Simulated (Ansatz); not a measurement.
This script makes a rigid torsion scan of C2H5BFN, SMILES BC=C(N)F with Ansatz's Python interface.

`c2h5bfn_torsion.py`
```python
'''Rigid torsion scan of C2H5BFN.'''

import ansatz as az
from ase import Atoms


def main() -> None:
    atoms = Atoms(['B', 'C', 'C', 'N', 'F', 'H', 'H', 'H', 'H', 'H'], positions=[
        [-1.6481, 0.2328, 0.928],
        [-0.5153, -0.3815, 0.1291],
        [0.5571, 0.3015, -0.2173],
        [1.7185, -0.3317, -0.9246],
        [0.7292, 1.6021, 0.1149],
        [-1.6548, 1.428, 1.2439],
        [-2.6216, -0.3653, 1.1901],
        [-0.5695, -1.4046, -0.1507],
        [1.5844, -1.3304, -1.1572],
        [2.5031, 0.198, -1.1532],
    ])

    # relax first, so that the scan starts from a minimum
    first = (
        az.Crystal.molecule_from_ase(atoms).calculation()
        .basis(gaussian='6-31G*')
        .functional('CAM-B3LYP')
        .relax(force_tolerance=0.02, max_steps=80)
    )
    atoms.positions = first.run(threads=1, pin='off').report['positions_ang']

    start = atoms.get_dihedral(3, 2, 1, 0)
    energies = {}
    for turn in range(0, 360, 30):
        turned = atoms.copy()
        turned.set_dihedral(3, 2, 1, 0, start + turn, indices=[0, 1, 5, 6, 7])
        setup = (
            az.Crystal.molecule_from_ase(turned).calculation()
            .basis(gaussian='6-31G*')
            .functional('CAM-B3LYP')
        )
        energies[round((start + turn) % 360)] = setup.run(threads=1, pin='off').report['free_energy_ev']
    floor = min(energies.values())
    print('dihedral N3-C2-C1-B0 (deg)   E - E(min) (eV)')
    for angle, e in sorted(energies.items()):
        print(f'{angle:8d} {(e - floor):14.3f}  ' + '#' * int(30 * (e - floor) / max(max(energies.values()) - floor, 1e-9)))


if __name__ == '__main__':
    main()
```

Where along the turn do the lowest and the highest point lie, and how far apart are they?

The lowest point is at 358° and the highest at 88°, 1.471 eV (141.9 kJ/mol) above it, with the rest of the molecule held.

The run itself:

Running `python c2h5bfn_torsion.py` prints:
```text
dihedral N3-C2-C1-B0 (deg)   E - E(min) (eV)
      28          0.271  #####
      58          0.935  ###################
      88          1.471  ##############################
     118          0.990  ####################
     148          0.311  ######
     178          0.049
     208          0.319  ######
     238          1.004  ####################
     268          1.450  #############################
     298          0.879  #################
     328          0.223  ####
     358          0.000
```

Caveats:
- The settings weren't tested for convergence.
- The scan is rigid and the energies are electronic, in a modest basis. With rigid groups the curve can differ much from the relaxed path, the start wasn't checked as a minimum of this torsion, and equivalent turns needn't return to the same energy.
- The whole script took 74 s on 1 thread of Arm Neoverse V1 (shared host), peak memory 0.27 GiB.

(Lines on the test bed's own set-up are left out of the output.)
